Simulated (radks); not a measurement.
# Ta⁺ in [Xe] 4f14 5d3 6s1: an all-electron calculation

Aim: the levels, the sizes of the orbitals and the parts of the energy of the tantalum ion Ta+.

Program: radks (a radial shooting solver on a logarithmic mesh, Libxc functionals) version 1. Level of theory: scalar-relativistic Kohn-Sham, PBE, spin-polarised, spherical densities, finite nucleus; open shells are filled with parallel spins first. These are calculated values, not measurements, unless marked.

## (1) What is computed

- element: tantalum (Z = 73)
- charge: +1
- electrons: 72
- configuration: [Xe] 4f14 5d3 6s1
- nuclear rms radius: 5.3507 fm

The outer shells:

Ta⁺
```
[Xe] core
4f [↑↓][↑↓][↑↓][↑↓][↑↓][↑↓][↑↓]
5d [↑ ][↑ ][↑ ][  ][  ]
6s [↑ ]
```

## (2) The calculation

Input:

```text
Z 73
configuration [Xe] 4f14 5d3 6s1
relativity scalar-relativistic
functional pbe,pbe
spin polarised
nucleus finite rms 5.3507 fm
c 137.035999084
```

**Question.** What will this run give?

As calculated:

| quantity | value |
| --- | --- |
| total energy | -15602.0600 hartree |
| exchange-correlation share of it | 2.02 % |
| −T/E | 1.0983 |
| highest occupied level | 5d up, -11.341 eV |
| most extended occupied level | 6s up, <r> = 3.01 bohr |
| radius at density 0.001 e/bohr³ | 4.33 bohr |
| maxima of the radial density | 4 |
| ionisation energy, NIST | 16.2 (semi-emp.) eV |

**Reading.** 6 principal shells are occupied and 4 maxima appear in the radial density; where shells overlap, one shows as a shoulder or not at all. Relativity lifts −T/E to 1.098. Minus the highest eigenvalue, 11.341 eV, is 70 % of the tabulated ionisation energy (16.2 eV); the potential of a semilocal functional falls off too fast, so its top eigenvalue is too shallow. Open shells are spherical and high-spin; term and fine-structure splittings are not resolved. Spin-orbit splitting is averaged out at the scalar-relativistic level.
